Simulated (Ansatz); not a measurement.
# Al2Ru: the cost of one run

Computed with Ansatz 0.2.0 (DFT r2SCAN, scalar-relativistic, plane waves, PAW, unless a step's input says otherwise).

### 1 Starting point

The structure is cubic, space group Fd-3m (No. 227). The conventional cell has a = 6.921 Å, b = 6.921 Å, c = 6.921 Å, α = 90.00°, β = 90.00°, γ = 90.00°. Al (site symmetry -3m) has 6 Al at 2.45 Å as nearest neighbours. Ru (site symmetry -43m) has 12 Al at 2.87 Å and 4 Ru at 3.00 Å as nearest neighbours.

Coordinates:

```
CELL_PARAMETERS angstrom
0.00000 3.46051 3.46051
3.46051 0.00000 3.46051
3.46051 3.46051 0.00000
ATOMIC_POSITIONS crystal
Al 0.62500 0.62500 0.62500
Al 0.12500 0.62500 0.62500
Al 0.62500 0.62500 0.12500
Al 0.62500 0.12500 0.62500
Ru 0.00000 0.00000 0.00000
Ru 0.25000 0.25000 0.25000
```

This is candidate A: cubic Laves (C15) type (Fd-3m, No. 227).

(A quick probe on a coarse mesh, which set the mesh and smearing, is not shown.)

### 3 The relaxation (candidate A)

Contents of input.yaml:

```yaml
crystal:
  lattice:
    - [0.0, 3.4605099294, 3.4605099294]
    - [3.4605099294, 0.0, 3.4605099294]
    - [3.4605099294, 3.4605099294, 0.0]
  atoms:
    - { symbol: Al, position: [0.625, 0.625, 0.625] }
    - { symbol: Al, position: [0.125, 0.625, 0.625] }
    - { symbol: Al, position: [0.625, 0.625, 0.125] }
    - { symbol: Al, position: [0.625, 0.125, 0.625] }
    - { symbol: Ru, position: [0.0, 0.0, 0.0] }
    - { symbol: Ru, position: [0.25, 0.25, 0.25] }
basis:
  ecutwfc: 500
kpoints:
  mp_grid: { grid: [10, 10, 10] }
hamiltonian:
  xc: r2scan
scf:
  occupations: { method: gaussian, width: 0.1 }
output:
  forces: true
  stress: true
  eigenvalues: true
relax:
  adjacent_minimum: "off"
  f_tol: 0.01
  max_steps: 80
  cell: { stress_tol: 0.05 }
```

Run with:

```sh
$ ansatz run input.yaml --threads 1 --pin off --max-ram 3072MiB --backend cpu --events-out ev --progress --plain --runs-dir out
```

What time and memory should one allow on 1 thread of Arm Neoverse V1, shared host?

About 44 s, with a peak of 0.62 GiB.
